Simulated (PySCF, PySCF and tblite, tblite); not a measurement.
# C₁₀H₁₀O: conformers and averaged spectra, part 2 of 2

PySCF and tblite. Atoms count from 0.

## 6. The ensemble: properties at wB97X-D/pcSseg-1 in chloroform

Job settings and geometry (Å):

```
{"job": {"study": "conf", "smiles": "O=C(c1ccccc1)C1CC1", "search": {"seed": 8085, "n_embed": 90, "ff_keep": 18, "window": 1.5, "nmax": 4, "temps": [250, 273.15, 298.15, 350, 500], "t_ref": 298.15, "order": 0.001, "w0": 100.0}, "level": {"nmr": {"xc": "wB97X-D", "basis": "pcSseg-1", "solvent": "chloroform"}, "sp": {"xc": "B3LYP", "basis": "def2-SVP", "solvent": "chloroform"}, "j": {"xc": "B3LYP", "basis": {"default": "6-31G*", "H": "pcJ-1"}, "nuclei": ["H", "F", "P", "Si", "B"]}}, "kind": "conf"}, "charge": 0, "multiplicity": 1}
O      1.041745     0.195569    -1.943059
C      0.756937     0.059962    -0.770732
C     -0.657500    -0.058414    -0.325186
C     -1.572546    -0.663428    -1.184165
C     -2.899147    -0.788676    -0.818798
C     -3.330380    -0.289548     0.399556
C     -2.431835     0.336567     1.248351
C     -1.099639     0.448061     0.894289
C      1.790575    -0.010560     0.292445
C      2.907622     1.011366     0.245891
C      3.189239    -0.396819    -0.126465
H     -1.220262    -1.036193    -2.134432
H     -3.599669    -1.269517    -1.485360
H     -4.367865    -0.381330     0.685456
H     -2.771791     0.739679     2.191048
H     -0.412059     0.957903     1.552852
H      1.447765    -0.337171     1.264379
H      2.858946     1.743200    -0.546102
H      3.274102     1.393659     1.186671
H      3.326015    -0.620363    -1.173671
H      3.760825    -1.017005     0.546561
```

What it wrote:

```text
conformer  sym    E(xTB)   E(DFT)   G(298.15 K)  weight  dipole/D
    1     C1      0.000    0.000    0.000   1.0000    3.479

mean shielding (ppm) by class
class atoms           250 K   273.15 K   298.15 K      350 K      500 K
  0 O  0           -228.419   -228.419   -228.419   -228.419   -228.419
  1 C  1            -28.131    -28.131    -28.131    -28.131    -28.131
  2 C  2             39.536     39.536     39.536     39.536     39.536
  3 C  3,7           51.491     51.491     51.491     51.491     51.491
  4 C  4,6           51.844     51.844     51.844     51.844     51.844
  5 C  5             46.982     46.982     46.982     46.982     46.982
  6 C  8            164.188    164.188    164.188    164.188    164.188
  7 C  9,10         171.972    171.972    171.972    171.972    171.972
  8 H  11,15         23.556     23.556     23.556     23.556     23.556
  9 H  12,14         23.863     23.863     23.863     23.863     23.863
 10 H  13            23.776     23.776     23.776     23.776     23.776
 11 H  16            29.217     29.217     29.217     29.217     29.217
 12 H  17,19         30.513     30.513     30.513     30.513     30.513
 13 H  18,20         30.585     30.585     30.585     30.585     30.585
```

Run time: 2.8 min. Hardware: 1 thread of Arm Neoverse V1, shared host. This counts the runs that the step sums up.

The search (ETKDG, MMFF94s, GFN2-xTB) embedded 90 structures, kept 1 distinct ones after the force field and 1 after xTB; 1 was carried on (window 1.5 kcal/mol at the search's own energies). Energies: B3LYP/def2-SVP in chloroform with D3(BJ).

The conformers at 298 K:

```csv
no.,group,mirror pair,ΔE xTB,ΔE DFT,ΔG,weight (%),μ (D),O0–C1–C2–C3 (°),O0–C1–C8–C9 (°),"A, B, C (GHz)"
1,C1,yes,0.00,0.00,0.00,100.0,3.48,32,46,"2.93, 0.66, 0.57"
```

Energies in kcal/mol. ΔG holds xTB vibrations and rotation, symmetry numbers and mirror pairs.

Shifts against references run at the same level (¹H TMS 31.81, ¹³C TMS 187.7 ppm of shielding), by class of atoms, at 298 K:

```csv
atoms,environment,average
C1,ketone carbonyl carbon,215.9
C2,substituted aromatic carbon,148.2
C5,aromatic CH,140.7
"C3, C7",aromatic CH,136.2
"C4, C6",aromatic CH,135.9
C8,three-membered-ring carbon,23.5
"C9, C10",three-membered-ring carbon,15.7
"H11, H15",hydrogen on an aromatic CH,8.26
H13,hydrogen on an aromatic CH,8.04
"H12, H14",hydrogen on an aromatic CH,7.95
H16,hydrogen on a three-membered-ring carbon,2.60
"H17, H19",hydrogen on a three-membered-ring carbon,1.30
"H18, H20",hydrogen on a three-membered-ring carbon,1.23
O0,ketone oxygen,-228.4 (σ)
```

Couplings (Hz, B3LYP/6-31G*+pcJ-1; one pair named for each class), from conformers that hold 100 % of the weight:

```csv
pair,bonds,average
H17–H18,2,-5.4
H17–H19,3,10.8
H18–H20,3,9.8
H16–H18,3,8.9
H11–H12,3,8.9
H12–H13,3,8.4
H17–H20,3,6.7
H16–H17,3,4.3
H11–H15,4,1.0
```

Effective distances for nuclear Overhauser effects, ⟨r⁻⁶⟩^(−1/6) over all pairs of two classes (Å): H17···H18 2.03; H12···H13 2.47; H16···H18 2.52; H11···H16 2.56; H11···H12 2.76; H16···H17 3.09.

## 7. Shieldings, conformer 1: WP04/def2-SVP

Job settings and geometry (Å):

```
{"job": {"xc": "WP04", "basis": "def2-SVP", "kind": "nmr", "pop": false}, "charge": 0, "multiplicity": 1}
O      1.041745     0.195569    -1.943059
C      0.756937     0.059962    -0.770732
C     -0.657500    -0.058414    -0.325186
C     -1.572546    -0.663428    -1.184165
C     -2.899147    -0.788676    -0.818798
C     -3.330380    -0.289548     0.399556
C     -2.431835     0.336567     1.248351
C     -1.099639     0.448061     0.894289
C      1.790575    -0.010560     0.292445
C      2.907622     1.011366     0.245891
C      3.189239    -0.396819    -0.126465
H     -1.220262    -1.036193    -2.134432
H     -3.599669    -1.269517    -1.485360
H     -4.367865    -0.381330     0.685456
H     -2.771791     0.739679     2.191048
H     -0.412059     0.957903     1.552852
H      1.447765    -0.337171     1.264379
H      2.858946     1.743200    -0.546102
H      3.274102     1.393659     1.186671
H      3.326015    -0.620363    -1.173671
H      3.760825    -1.017005     0.546561
```

What it wrote:

```text
coarse grid: 18152 points
cycle   1  E = -472.6259607274  dE =  1.767e+00  |g| = 1.111e+00  |ddm| = 6.128e+00
cycle   2  E = -471.5484768005  dE =  1.077e+00  |g| = 2.442e+00  |ddm| = 4.834e+00
cycle   3  E = -472.8490619852  dE = -1.301e+00  |g| = 4.338e-01  |ddm| = 4.181e+00
cycle   4  E = -472.8948772164  dE = -4.582e-02  |g| = 1.325e-01  |ddm| = 7.051e-01
cycle   5  E = -472.8985946932  dE = -3.717e-03  |g| = 4.733e-02  |ddm| = 1.836e-01
cycle   6  E = -472.8990996114  dE = -5.049e-04  |g| = 1.988e-02  |ddm| = 7.087e-02
cycle   7  E = -472.8992103707  dE = -1.108e-04  |g| = 5.567e-03  |ddm| = 2.776e-02
cycle   8  E = -472.8992183595  dE = -7.989e-06  |g| = 1.418e-03  |ddm| = 8.158e-03
final grid: 177008 points
cycle   9  E = -473.0108788226  dE = -8.645e-05  |g| = 1.159e-02  |ddm| = 7.881e-02
cycle  10  E = -473.0107863324  dE =  9.249e-05  |g| = 2.393e-02  |ddm| = 3.710e-02
cycle  11  E = -473.0109082378  dE = -1.219e-04  |g| = 4.147e-03  |ddm| = 2.725e-02
cycle  12  E = -473.0109120062  dE = -3.768e-06  |g| = 4.168e-04  |ddm| = 4.621e-03
cycle  13  E = -473.0109120266  dE = -2.043e-08  |g| = 3.183e-04  |ddm| = 1.029e-03
cycle  14  E = -473.0109120551  dE = -2.852e-08  |g| = 8.567e-05  |ddm| = 4.791e-04
cycle  15  E = -473.0109120571  dE = -1.924e-09  |g| = 2.222e-05  |ddm| = 1.080e-04
cycle  16  E = -473.0109120572  dE = -1.194e-10  |g| = 5.303e-06  |ddm| = 2.999e-05
converged SCF energy = -473.0109120572

GIAO shielding tensors (ppm)
atom      isotropic    diamagn.    paramagn.     s11        s22        s33       span
  0 O     -206.144     398.051    -604.195   -714.611   -294.556    390.735   1105.346
  1 C      -10.411     257.841    -268.253    -83.141    -49.938    101.846    184.987
  2 C       48.530     262.380    -213.850    -29.199     14.164    160.624    189.823
  3 C       61.434     253.978    -192.544    -34.052     38.751    179.603    213.656
  4 C       63.550     250.307    -186.757    -34.354     46.144    178.861    213.215
  5 C       60.672     249.078    -188.406    -39.536     42.730    178.823    218.359
  6 C       64.466     252.029    -187.562    -33.499     48.193    178.704    212.203
  7 C       63.391     259.806    -196.415    -28.536     40.883    177.825    206.361
  8 C      163.128     258.232     -95.105    127.374    154.109    207.900     80.526
  9 C      168.727     253.826     -85.099    140.622    172.770    192.789     52.167
 10 C      172.848     254.623     -81.775    147.012    174.061    197.472     50.460
 11 H       24.387      35.836     -11.449     20.589     23.377     29.193      8.604
 12 H       24.837      29.452      -4.615     21.561     24.841     28.110      6.549
 13 H       24.816      27.895      -3.079     21.792     24.613     28.042      6.250
 14 H       24.879      31.512      -6.633     21.567     24.666     28.404      6.837
 15 H       24.426      39.221     -14.796     20.641     22.578     30.058      9.417
 16 H       29.748      39.124      -9.377     23.237     30.371     35.635     12.399
 17 H       30.943      32.196      -1.253     26.288     28.881     37.659     11.371
 18 H       31.065      29.634       1.431     26.082     27.398     39.715     13.633
 19 H       30.557      31.974      -1.416     25.125     28.380     38.168     13.043
 20 H       31.207      28.771       2.436     25.864     27.885     39.872     14.007
```

Run time: 35 s. Hardware: 1 thread of Arm Neoverse V1, shared host; peak memory 1.1 GiB.

In short: HOMO -8.20 eV, LUMO -3.43 eV; dipole 2.89 D.

## 8. Single-point energy, conformer 1: HSE06/cc-pVDZ

The job, as its differences from that of step 7:

```diff
@@ -1,2 +1,2 @@
-{"job": {"xc": "WP04", "basis": "def2-SVP", "kind": "nmr", "pop": false}, "charge": 0, "multiplicity": 1}
+{"job": {"xc": "HSE06", "basis": "cc-pVDZ", "kind": "sp"}, "charge": 0, "multiplicity": 1}
 O      1.041745     0.195569    -1.943059
```

What it wrote:

```text
coarse grid: 18152 points
cycle   1  E = -461.6488621350  dE =  2.058e+00  |g| = 8.235e-01  |ddm| = 9.199e+00
cycle   2  E = -461.1405967042  dE =  5.083e-01  |g| = 1.763e+00  |ddm| = 3.817e+00
cycle   3  E = -461.7818032555  dE = -6.412e-01  |g| = 2.451e-01  |ddm| = 2.697e+00
cycle   4  E = -461.7961546293  dE = -1.435e-02  |g| = 7.596e-02  |ddm| = 5.180e-01
cycle   5  E = -461.7974321403  dE = -1.278e-03  |g| = 2.565e-02  |ddm| = 1.338e-01
cycle   6  E = -461.7975899975  dE = -1.579e-04  |g| = 1.013e-02  |ddm| = 5.240e-02
cycle   7  E = -461.7976179648  dE = -2.797e-05  |g| = 2.497e-03  |ddm| = 1.739e-02
cycle   8  E = -461.7976202028  dE = -2.238e-06  |g| = 6.227e-04  |ddm| = 4.810e-03
final grid: 177008 points
cycle   9  E = -461.8108399636  dE = -6.476e-05  |g| = 7.661e-03  |ddm| = 1.000e-01
cycle  10  E = -461.8108317746  dE =  8.189e-06  |g| = 9.617e-03  |ddm| = 3.177e-02
cycle  11  E = -461.8108550354  dE = -2.326e-05  |g| = 2.612e-03  |ddm| = 1.753e-02
cycle  12  E = -461.8108563940  dE = -1.359e-06  |g| = 3.341e-04  |ddm| = 3.749e-03
cycle  13  E = -461.8108564257  dE = -3.172e-08  |g| = 1.255e-04  |ddm| = 6.340e-04
cycle  14  E = -461.8108564293  dE = -3.523e-09  |g| = 4.809e-05  |ddm| = 2.667e-04
cycle  15  E = -461.8108564298  dE = -5.816e-10  |g| = 1.994e-05  |ddm| = 9.891e-05
converged SCF energy = -461.8108564298
```

Run time: 52 s. Hardware: 1 thread of Arm Neoverse V1, shared host; peak memory 0.96 GiB.

In short: HOMO -6.65 eV, LUMO -1.63 eV; dipole 2.70 D.

## 9. The ensemble: properties at WP04/def2-SVP

The job, as its differences from that of step 6:

```diff
@@ -1,2 +1,2 @@
-{"job": {"study": "conf", "smiles": "O=C(c1ccccc1)C1CC1", "search": {"seed": 8085, "n_embed": 90, "ff_keep": 18, "window": 1.5, "nmax": 4, "temps": [250, 273.15, 298.15, 350, 500], "t_ref": 298.15, "order": 0.001, "w0": 100.0}, "level": {"nmr": {"xc": "wB97X-D", "basis": "pcSseg-1", "solvent": "chloroform"}, "sp": {"xc": "B3LYP", "basis": "def2-SVP", "solvent": "chloroform"}, "j": {"xc": "B3LYP", "basis": {"default": "6-31G*", "H": "pcJ-1"}, "nuclei": ["H", "F", "P", "Si", "B"]}}, "kind": "conf"}, "charge": 0, "multiplicity": 1}
+{"job": {"study": "conf", "smiles": "O=C(c1ccccc1)C1CC1", "search": {"seed": 8085, "n_embed": 90, "ff_keep": 18, "window": 1.5, "nmax": 4, "temps": [250, 273.15, 298.15, 350, 500], "t_ref": 298.15, "order": 0.001, "w0": 100.0}, "level": {"nmr": {"xc": "WP04", "basis": "def2-SVP"}, "sp": {"xc": "HSE06", "basis": "cc-pVDZ"}, "change": "WP04/def2-SVP; energies HSE06/cc-pVDZ", "top": 4}, "kind": "conf"}, "charge": 0, "multiplicity": 1}
 O      1.041745     0.195569    -1.943059
```

What it wrote:

```text
conformer  sym    E(xTB)   E(DFT)   G(298.15 K)  weight  dipole/D
    1     C1      0.000    0.000    0.000   1.0000    2.695

mean shielding (ppm) by class
class atoms           250 K   273.15 K   298.15 K      350 K      500 K
  0 O  0           -206.144   -206.144   -206.144   -206.144   -206.144
  1 C  1            -10.411    -10.411    -10.411    -10.411    -10.411
  2 C  2              48.53      48.53      48.53      48.53      48.53
  3 C  3,7           62.412     62.412     62.412     62.412     62.412
  4 C  4,6           64.008     64.008     64.008     64.008     64.008
  5 C  5             60.672     60.672     60.672     60.672     60.672
  6 C  8            163.128    163.128    163.128    163.128    163.128
  7 C  9,10         170.788    170.788    170.788    170.788    170.788
  8 H  11,15         24.406     24.406     24.406     24.406     24.406
  9 H  12,14         24.858     24.858     24.858     24.858     24.858
 10 H  13            24.816     24.816     24.816     24.816     24.816
 11 H  16            29.747     29.747     29.747     29.747     29.747
 12 H  17,19          30.75      30.75      30.75      30.75      30.75
 13 H  18,20         31.136     31.136     31.136     31.136     31.136
```

Run time: 87 s. Hardware: 1 thread of Arm Neoverse V1, shared host. This counts the runs that the step sums up.

Against the first level, at 298 K (shieldings, ppm; largest changes first):

```csv
atoms,wB97X-D/pcSseg-1 in chloroform,WP04/def2-SVP,change
O0,-228.4,-206.1,+22.3
C1,-28.1,-10.4,+17.7
C5,47.0,60.7,+13.7
"C4, C6",51.8,64.0,+12.2
"C3, C7",51.5,62.4,+10.9
C2,39.5,48.5,+9.0
"C9, C10",172.0,170.8,-1.2
C8,164.2,163.1,-1.1
H13,23.78,24.82,+1.04
"H12, H14",23.86,24.86,+1.00
```

Weights: from B3LYP/def2-SVP in chloroform energies 1: 100 %; from HSE06/cc-pVDZ energies 1: 100 % (with a dispersion term where the level has one and the same thermal terms, so they don't follow from the SCF energies alone). Times: 2.8 min and 87 s.

## 10. What came out

What follows sums up all 2 parts.

| quantity | value |
| --- | --- |
| conformers | 1; the first in weight is no. 1 (C1), 100 % at 298 K |
| root-mean-square dipole | 3.48 D |
| averaged ¹³C shifts (wB97X-D/pcSseg-1 in chloroform) | 215.9, 148.2, 140.7, 136.2, 135.9, 23.5, 15.7 ppm |
| averaged ¹H shifts (wB97X-D/pcSseg-1 in chloroform) | 8.26, 8.04, 7.95, 2.60, 1.30, 1.23 ppm |

**Reading.** The search found one conformer in the window, so the averages are its own values. Going from wB97X-D/pcSseg-1 in chloroform to WP04/def2-SVP moves O0 most, by 22.3 ppm of raw shielding.
